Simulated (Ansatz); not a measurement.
# BeSnSb2 (II-IV-V2 ordering on zincblende lattice): maximally localised Wannier functions

Where do the localised orbitals of BeSnSb2 (II-IV-V2 ordering on zincblende lattice) sit, how far are they spread, and how do the settings change that? The runs, in order: PBE, anion s p, 4×4×4; PBE, anion s p, 4×4×2; PBE, anion s p, 6×6×4; PBE, anion p, 4×4×4; PBE, all s p, disentangled, 4×4×4; PBE, cation s and anion p, disentangled, 4×4×4; r2SCAN, anion s p, 4×4×4; r2SCAN, anion p, 4×4×4 (level, trial orbitals, Wannier mesh).

Method: plane waves, PAW, in Ansatz 0.2.0.

## Step 1: The structure to begin with

Symmetry: P-4m2, No. 115, tetragonal system. Conventional cell: a = 4.326 Å, b = 4.326 Å, c = 6.062 Å, α = 90.00°, β = 90.00°, γ = 90.00°. Around Be (site symmetry -4m2) lie 4 Sb at 2.49 Å. Sb (site symmetry 2mm) has 2 Be at 2.49 Å and 2 Sn at 2.81 Å in its first shell of neighbours. Sn (site symmetry -4m2) has 4 Sb at 2.81 Å in its first shell of neighbours.

Structure file:

```
CELL_PARAMETERS angstrom
4.32639 0.00000 0.00000
0.00000 4.32639 0.00000
0.00000 0.00000 6.06242
ATOMIC_POSITIONS crystal
Be 0.00000 0.00000 0.00000
Sb 0.00000 0.50000 0.20359
Sn 0.50000 0.50000 0.50000
Sb 0.50000 0.00000 0.79641
```

Cell and atoms come from an earlier r2SCAN relaxation. No run includes spin-orbit coupling, which matters for Sb, Sn.

## Step 2: PBE, anion s p, 4×4×4

input.yaml

```yaml
crystal:
  lattice:
    - [4.3263947177, 0.0, 0.0]
    - [0.0, 4.3263947177, 0.0]
    - [0.0, 0.0, 6.0624185569]
  atoms:
    - { symbol: Be, position: [0.0, 0.0, 0.0] }
    - { symbol: Sb, position: [0.0, 0.5, 0.2035949253] }
    - { symbol: Sn, position: [0.5, 0.5, 0.5] }
    - { symbol: Sb, position: [0.5, 0.0, 0.7964050747] }
kpoints:
  mp_grid: { grid: [4, 4, 4] }
  band_path:
    path:
      - [[0.0, 0.0, 0.0], [9.660831802158e-52, 0.5, 4.651079403055e-68], [0.5, 0.5, 7.808909381811e-34], [0.0, 0.0, 0.0], [3.243154344396e-50, 2.025645745729e-85, 0.5], [3.243154344396e-50, 0.5, 0.5], [0.5, 0.5, 0.5], [3.243154344396e-50, 2.025645745729e-85, 0.5]]
      - [[9.660831802158e-52, 0.5, 4.651079403055e-68], [3.243154344396e-50, 0.5, 0.5]]
      - [[0.5, 0.5, 7.808909381811e-34], [0.5, 0.5, 0.5]]
    npoints: 10
hamiltonian:
  xc: pbe
scf:
  occupations: { method: fermi_dirac, width: 0.02 }
  n_extra_bands: 6
output:
  forces: false
  stress: false
  eigenvalues: true
  wannier:
    kmesh: [4, 4, 4]
    projections: [{ species: Sb, l: s, shell: 5 }, { species: Sb, l: p, shell: 5 }]
    minimise: true
    write_hr: true
    conv_tol: 1.0e-08
    max_iter: 3000
```

Run with:

```
> ansatz run input.yaml --threads 4 --pin off --max-ram 3686MiB --backend cpu --events-out ev --progress --plain --runs-dir out
```

After this run come: PBE, anion s p, 4×4×2; PBE, anion s p, 6×6×4; PBE, anion p, 4×4×4; PBE, all s p, disentangled, 4×4×4; PBE, cation s and anion p, disentangled, 4×4×4; r2SCAN, anion s p, 4×4×4; r2SCAN, anion p, 4×4×4.

Before running them: what should the planned runs give, taken together? Wanted: total spread, PBE, anion s p, 4×4×4; total spread, PBE, anion s p, 4×4×2; total spread, PBE, anion s p, 6×6×4; total spread, PBE, anion p, 4×4×4; total spread, PBE, all s p, disentangled, 4×4×4; total spread, PBE, cation s and anion p, disentangled, 4×4×4; total spread, r2SCAN, anion s p, 4×4×4; total spread, r2SCAN, anion p, 4×4×4; centres of the first set.

The runs gave:

```
                                                    quantity                                 value
                         total spread, PBE, anion s p, 4×4×4             20.55 Å² over 8 functions
                         total spread, PBE, anion s p, 4×4×2             19.12 Å² over 8 functions
                         total spread, PBE, anion s p, 6×6×4             22.26 Å² over 8 functions
                           total spread, PBE, anion p, 4×4×4             26.33 Å² over 6 functions
             total spread, PBE, all s p, disentangled, 4×4×4            27.68 Å² over 16 functions
total spread, PBE, cation s and anion p, disentangled, 4×4×4             32.12 Å² over 8 functions
                      total spread, r2SCAN, anion s p, 4×4×4             19.98 Å² over 8 functions
                        total spread, r2SCAN, anion p, 4×4×4             25.79 Å² over 6 functions
                                    centres of the first set  0.91 to 1.33 Å from the nearest atom
```

**Reading.** With PBE, anion s p, 4×4×4 the 8 functions move off the atoms, with a mean spread of 2.57 Å²; 92 % of the total is gauge invariant. The total spread goes from 19.12 Å² on 4×4×2 to 22.26 Å² on 6×6×4: finite differences in k understate it on coarse meshes, while the largest miss of a band goes from 0.32 to 0.19 eV. On one set and mesh the functional gives 20.55 (PBE), 19.98 (r2SCAN) Å². The disentangled models miss some band by up to 1.9 eV, which may lie outside their frozen windows.
